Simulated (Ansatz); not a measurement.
**Si (Fd-3m): energy and pressure against volume**

The task here is to estimate one member of a computed series from the others.

The COD entry's cell or inner coordinates are ideal or old and differ from later refinements, so a difference from it is no clean test against experiment.

Computed with Ansatz 0.2.0 (DFT PBE, scalar-relativistic, plane waves, PAW, unless a step's input says otherwise).

## The structure to begin with

The structure is cubic, space group Fd-3m (No. 227). Conventional cell: a = 5.470 Å, b = 5.470 Å, c = 5.470 Å, α = 90.00°, β = 90.00°, γ = 90.00°. Si (site symmetry -43m) has 4 Si at 2.37 Å as nearest neighbours.

As a file:

```
Si
1.0
     0.00000    2.73514    2.73514
     2.73514    0.00000    2.73514
     2.73514    2.73514    0.00000
Si
2
Direct
  0.75000 0.75000 0.75000
  0.50000 0.50000 0.50000
```

This cell comes from an earlier session at PBE: 20.462 Å³/atom at 0.00 GPa, on a 14×14×14 mesh.

The first run:

Input file input.yaml:

```yaml
crystal:
  lattice:
    - [0.0, 2.6981787451, 2.6981787451]
    - [2.6981787451, 0.0, 2.6981787451]
    - [2.6981787451, 2.6981787451, 0.0]
  atoms:
    - { symbol: Si, position: [0.75, 0.75, 0.75] }
    - { symbol: Si, position: [0.5, 0.5, 0.5] }
basis:
  ecutwfc: 420
  ecutrho_ratio: 4
kpoints:
  mp_grid: { grid: [14, 14, 14] }
hamiltonian:
  xc: pbe
scf:
  occupations: { method: gaussian, width: 0.05 }
output:
  forces: true
  stress: true
  eigenvalues: true
```

Launch:

```console
$ ansatz run input.yaml --threads 1 --pin off --max-ram 2560MiB --backend cpu --events-out ev --progress --plain --runs-dir out
```

Among the steps run: Volume × 0.96; Volume × 1.04; Volume × 0.92; Volume × 0.88; Volume × 0.84; Volume × 0.8; Volume × 0.76; Volume × 0.72; Volume × 0.68; Volume × 0.64.

One table of the session follows, with a row left open; its other results are not shown here.

```
volume (Å³/atom)  energy above the lowest (meV/atom)  pressure (GPa)  gap on the mesh (eV)
          13.095                              1545.0            96.7                  0.00
          13.914                              1109.8            74.6                  0.00
          14.732                               775.4            57.0                  0.00
          15.551                               521.6            42.9                  0.00
          16.369                               332.7            31.5                  0.13
          17.188                               196.1            22.3                  0.25
          18.006                                   ?               ?                     ?
          18.825                                42.0             8.8                  0.45
          19.643                                 9.7             4.0                  0.54
          20.462                                 0.0             0.0                  0.61
          21.280                                 8.5            -3.2                  0.68
```

Estimate the missing values for volume (Å³/atom) = 18.006.

Worked estimate for «energy above the lowest (meV/atom)». A straight line through the neighbours (17.188, 196.1) and (18.825, 42.0) gives 196.1 + (42.0 − 196.1) × (18.006 − 17.188) / (18.825 − 17.188) = 119.1; a parabola fitted to 4 rows on both sides gives 101.7.

The run gave: energy above the lowest (meV/atom): 101.9; pressure (GPa): 14.9; gap on the mesh (eV): 0.36. In «energy above the lowest (meV/atom)» the line misses by +17.2 and the parabola by -0.2.

Caveats from the session: The k mesh is not the same at all volumes. Other structures may be lower in enthalpy at these pressures.
